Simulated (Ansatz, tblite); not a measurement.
# ZrTeSe with GFN1-xTB from a Python script

These are simulated results from tblite 0.8.0, not measurements. The cell was built from a prototype and was relaxed with r2SCAN in plane waves (Ansatz 0.2.0). It may be hypothetical. It is a single sheet, repeated along a and b, with vacuum along c. All runs are without spin polarisation.

The sheet's in-plane cell has a = 3.922 Å, b = 3.922 Å (γ = 120.0°), and its outermost atoms lie 3.30 Å apart along the normal. Zr is surrounded by 3 Se at 2.69 Å and 3 Te at 2.92 Å; Se is surrounded by 3 Zr at 2.69 Å; Te is surrounded by 3 Zr at 2.92 Å.

tblite solves periodic systems at the zone centre alone, so the script builds a cluster of 3×3×1 conventional cells (27 atoms), which folds in a coarse mesh of k points.

Input script:

```python
import json
from ase import Atoms
from ase.build import make_supercell
from ase.units import Bohr, GPa, Hartree
from tblite.interface import Calculator

atoms = Atoms(['Zr', 'Se', 'Te'],
              cell=[[3.92203921, 0.0, 0.0], [-1.9610196, 3.39658559, 0.0], [0.0, 0.0, 31.0863133]],
              scaled_positions=[[0.0, 0.0, 0.293771898], [0.333333333, 0.666666667, 0.340466989], [0.666666667, 0.333333333, 0.234310553]],
              pbc=True)
cluster = make_supercell(atoms, [[3, 0, 0], [0, 3, 0], [0, 0, 1]])
calc = Calculator('GFN1-xTB', cluster.numbers, cluster.positions / Bohr, lattice=cluster.cell[:] / Bohr, periodic=cluster.pbc)
calc.set('temperature', 0.02 / Hartree)
calc.set('max-iter', 150)
res = calc.singlepoint()
levels = res.get('orbital-energies') * Hartree
nv = round(res.get('orbital-occupations').sum() / 2)
cells = len(cluster) // len(atoms)
out = {'energy_per_cell': res.get('energy') * Hartree / cells, 'homo': levels[nv - 1], 'lumo': levels[nv],
       'stress': (-res.get('virial') * Hartree / cluster.get_volume() / GPa).tolist(), 'charges': res.get('charges')[:len(atoms)].tolist(), 'electrons': 2 * nv / cells}
json.dump(out, open('results.json', 'w'))
for key, value in out.items():
    print(key, value)
```

Command: `python run.py`. It took 1.1 s on 1 thread of Arm Neoverse V1, on a shared host, peak memory 0.1 GiB.

The log:

```
------------------------------------------------------------
  cycle        total energy    energy error   density error
------------------------------------------------------------
      1     -75.99611170716  -7.6082729E+01   1.0010686E+00
      2     -73.53708454015   2.4590272E+00   9.8826914E-01
      3     -76.42611102868  -2.8890265E+00   5.4785621E-01
      4     -73.10839942681   3.3177116E+00   5.0162929E-01
      5     -77.84474692252  -4.7363475E+00   1.8590707E-01
      6     -77.97616953201  -1.3142261E-01   1.3741700E-01
      7     -78.08250646304  -1.0633693E-01   5.9403516E-02
      8     -78.09602715049  -1.3520687E-02   1.7803438E-02
      9     -78.09726513075  -1.2379803E-03   6.9587648E-03
     10     -78.09747529246  -2.1016171E-04   5.3393736E-04
     11     -78.09747067651   4.6159543E-06   1.1280087E-03
     12     -78.09747659966  -5.9231539E-06   4.4057877E-05
     13     -78.09747649128   1.0837657E-07   1.4805142E-04
     14     -78.09747661573  -1.2444775E-07   4.3727946E-05
     15     -78.09747662341  -7.6801996E-09   1.7389946E-05
------------------------------------------------------------

 total:                                   0.447 sec
energy_per_cell -236.12673154762928
homo -9.110408826003427
lumo -8.95282061065862
stress [[-0.09112918242713564, -5.895903402848363e-06, -1.4524041714004975e-07], [-5.8959034027923206e-06, -0.09113651029363727, 1.3276677294364829e-07], [-1.4524041717643048e-07, 1.3276677298561535e-07, -1.0515738035273468]]
charges [0.6934974176317197, -0.3967502752360097, -0.2967481009321015]
electrons 16.0
```

The cycle table is in hartree for the whole cluster, and the lines after it are in eV (the energy for one cell). The printed stress is in GPa and positive in compression, and the pressure is its mean diagonal, here averaged over the vacuum too.

GFN1-xTB gives a gap of 0.16 eV. On the same cell, plane-wave PBE (Ansatz, 12×12×1 k points and the special points) gives no gap (an overlap of 0.02 eV at the points read) and r2SCAN a gap of 0.21 eV; on shared hosts these took about 26 and 67 core-seconds on the 3-atom cell, against 1.1 for the script. Spin-orbit coupling, left out in all these runs, can cut or reorder the gap by tenths of an eV, up to about 1 eV with Pb or Bi. xTB was fitted to molecules, so gaps, charges and pressures of solids can be far off, and the gap also depends on the size of the cluster.

xTB was fitted mostly to molecules, and a small cluster samples few k points, so gaps, pressures and kinks along a curve can be far from a solid's.

No spin-orbit coupling is included; it can move band edges with weight on the heavy atoms by tenths of an eV.
